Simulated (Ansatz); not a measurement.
**BCl (SMILES [B]Cl) at PBE/def2-TZVPPD**

Aim: the electronic atomisation energy of BCl at PBE/def2-TZVPPD, from 3 runs. 

The results are computed with Ansatz 0.2.0.

40 further runs of the same task are left out: 40 set aside as unsound or not needed.

## 1. Starting point

The species is BCl (2 atoms), meant as a singlet with charge 0. As SMILES, `[B]Cl`. The coordinates come from a PBE0-D4/def2-TZVP relaxation.

Bond lengths: B1–Cl2 1.718 Å.

## 2. The energy at PBE/def2-TZVPPD

job.yaml reads:

```yaml
crystal:
  periodic: [false, false, false]
  atoms:
    - {symbol: B, position_ang: [-0.000000, -0.000000, -0.069660]}
    - {symbol: Cl, position_ang: [0.000000, 0.000000, 1.648190]}
basis:
  gaussian:
    orbitals: def2-TZVPPD.json
total_charge: 0
accuracy: high
hamiltonian:
  xc: {name: PBE}
output: {orbitals: {seedname: orbitals}}
```

The basis set def2-TZVPPD is read from a file made from the Basis Set Exchange's data (not shown).

On the command line:

```console
$ ansatz run job.yaml --threads 1 --pin off --max-ram 3480MiB --events-out events.jsonl --progress --plain --runs-dir runs
```

Standard output:

```text
Warning: RAYON_NUM_THREADS=1 ignored (pool sized by the plan → 1); use --threads N
Functional definition: PBE
  name "PBE"
  parameter kappa = 0.804
  parameter beta = 0.06672455060314922
  exchange = pbe_x(kappa = kappa, mu = beta*pi^2/3)
  correlation = pbe_c(beta = beta)
1174 factors; integrals over basis functions are off by at most 3.0e-9 eV
mean field evaluation 1: about -13190.3654 eV, gradient 1.7e1 eV
mean field evaluation 2: about -13188.6290 eV, gradient 3.0e1 eV
mean field evaluation 4: about -13191.3267 eV, gradient 9.8e-1 eV
mean field evaluation 8: about -13191.3282 eV, gradient 4.1e-3 eV
mean field evaluation 16: about -13191.3282 eV, gradient 4.5e-7 eV
mean field -13191.32816246 eV, -484.7723685669 hartree, gradient 2.2e-8 eV, S^2 0.000000; 0 other end points of the search recorded, 0 dependent functions left out
reference -13191.32816594 eV, -484.7723686948 hartree; 11, 11 occupied and 77, 77 virtual orbitals, 1174 factors
Total energy: -13191.32816594 eV, -484.7723686948 hartree
```

Wall time 2.4 s (1 thread of Arm Neoverse V1, shared host); peak memory 0.15 GiB.

## 3. The B atom, same level

in.yaml reads:

```yaml
basis:
  gaussian:
    orbitals: def2-TZVPPD.json
crystal:
  periodic: [false, false, false]
  atoms:
    - {symbol: B, position_ang: [0.000000, 0.000000, 0.000000]}
magnetization:
  spin_polarized: true
  initial_magnetization: 1
hamiltonian:
  xc: {name: PBE}
accuracy: high
```

The basis set def2-TZVPPD is read from a file made from the Basis Set Exchange's data (not shown).

On the command line:

```console
$ ansatz run in.yaml --threads 1 --pin off --max-ram 3480MiB --events-out events.jsonl --progress --plain --runs-dir runs
```

Standard output:

```text
Warning: RAYON_NUM_THREADS=1 ignored (pool sized by the plan → 1); use --threads N
Functional definition: PBE
  name "PBE"
  parameter kappa = 0.804
  parameter beta = 0.06672455060314922
  exchange = pbe_x(kappa = kappa, mu = beta*pi^2/3)
  correlation = pbe_c(beta = beta)
368 factors; integrals over basis functions are off by at most 2.4e-9 eV
mean field evaluation 1: about -669.5613 eV, gradient 3.5e0 eV
mean field evaluation 2: about -669.6518 eV, gradient 1.6e0 eV
mean field evaluation 4: about -669.6763 eV, gradient 2.6e-1 eV
mean field evaluation 8: about -669.6762 eV, gradient 7.2e-4 eV
mean field evaluation 16: about -669.5525 eV, gradient 3.7e0 eV
mean field evaluation 32: about -669.6773 eV, gradient 7.9e-2 eV
mean field -669.67624538 eV, -24.6101480949 hartree, gradient 1.8e-8 eV, S^2 0.753314; 2 other end points of the search recorded, 0 dependent functions left out
reference -669.67624779 eV, -24.6101481834 hartree; 3, 2 occupied and 34, 35 virtual orbitals, 368 factors
Total energy: -669.67624779 eV, -24.6101481834 hartree
```

Run time: 1.1 s. Hardware: 1 thread of Arm Neoverse V1, shared host.

## 4. The Cl atom at the same level

molecule.yaml reads:

```yaml
basis:
  gaussian:
    orbitals: def2-TZVPPD.json
crystal:
  periodic: [false, false, false]
  atoms:
    - {symbol: Cl, position_ang: [0.000000, 0.000000, 0.000000]}
magnetization:
  spin_polarized: true
  initial_magnetization: 1
hamiltonian:
  xc: {name: PBE}
accuracy: high
```

The basis set def2-TZVPPD is read from a file made from the Basis Set Exchange's data (not shown).

Run the same way, it converges to -459.95936 Eh (log not shown).

## 5. Summary of results

Level: PBE/def2-TZVPPD.

| quantity | value |
| --- | --- |
| molecule: total energy | -484.77237 Eh |
| molecule: HOMO energy | -6.27 eV |
| molecule: LUMO energy | -2.97 eV |
| molecule: HOMO–LUMO gap | 3.30 eV |
| B atom: total energy | -24.61015 Eh |
| B atom: ⟨S²⟩ | 0.753 |
| Cl atom: total energy | -459.95936 Eh |
| Cl atom: ⟨S²⟩ | 0.753 |
| electronic atomisation energy | 5.520 eV |

In words: Taking the molecule apart into free atoms costs 5.52 eV (127 kcal/mol), before zero-point energy and without spin-orbit coupling.
